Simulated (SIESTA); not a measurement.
Crystal: ZrNbN2.

```xyz
4
Lattice="1.6116 0.9305 5.1727 -1.6116 0.9305 5.1727 0.0000 -1.8609 5.1727" Properties=species:S:1:pos:R:3 pbc="T T T"
Nb    0.0000    0.0000    0.0000
Zr    0.0000    0.0000    7.7591
N     0.0000    0.0000    3.8917
N     0.0000    0.0000   11.6264
```

The cell comes from a database or a generator and needn't be the stable form of this composition.

| Item | Value |
| --- | --- |
| Program | SIESTA 5.4.2 |
| Task | single point |
| Functional | PBEsol |
| Potentials or basis | PseudoDojo 0.4 standard (PBEsol files) |
| Basis | DZP (energy shift 0.003 Ry; two zetas on semicore shells) |
| Grid cutoff | 800 Ry |
| Energy shift | 0.003 Ry |
| k mesh | 10 × 10 × 10 |
| Occupations | fermi-dirac, width 0.05 eV |
| Spin | no spin polarisation |

On this cell: pressure -7.7 GPa; largest force 0.082 eV/Å; band gap on the k mesh none (metal or under the smearing width).

The same run follows on a disturbed copy (atoms moved at random, drawn with an rms of 0.05 Å):

```
Nb Zr N
1.0
     1.61160    0.93046    5.17270
    -1.61160    0.93046    5.17270
     0.00000   -1.86092    5.17270
Nb Zr N
1 1 2
Cartesian
  0.0445 -0.0450 0.0068
  0.0057 -0.0511 7.7251
  0.0202 -0.0143 3.8833
  -0.0099 0.0117 11.6536
```

What changes?

The energy (extrapolated to zero smearing) moves by +12.4 meV/atom; pressure -6.9 GPa; largest force 0.953 eV/Å; band gap on the k mesh none (metal or under the smearing width).

Forces on the atoms (eV/Å):
```
Nb  -0.313  0.447 -0.043
Zr  -0.108  0.478  0.459
N    0.007 -0.251  0.114
N    0.414 -0.674 -0.531
```

Stress tensor (GPa, compression positive):
```
-7.34 -0.09 -0.28
-0.09 -7.74  0.21
-0.28  0.21 -5.68
```

Caveats: the basis of atomic orbitals isn't converged, which shifts pressures, moduli and gaps.
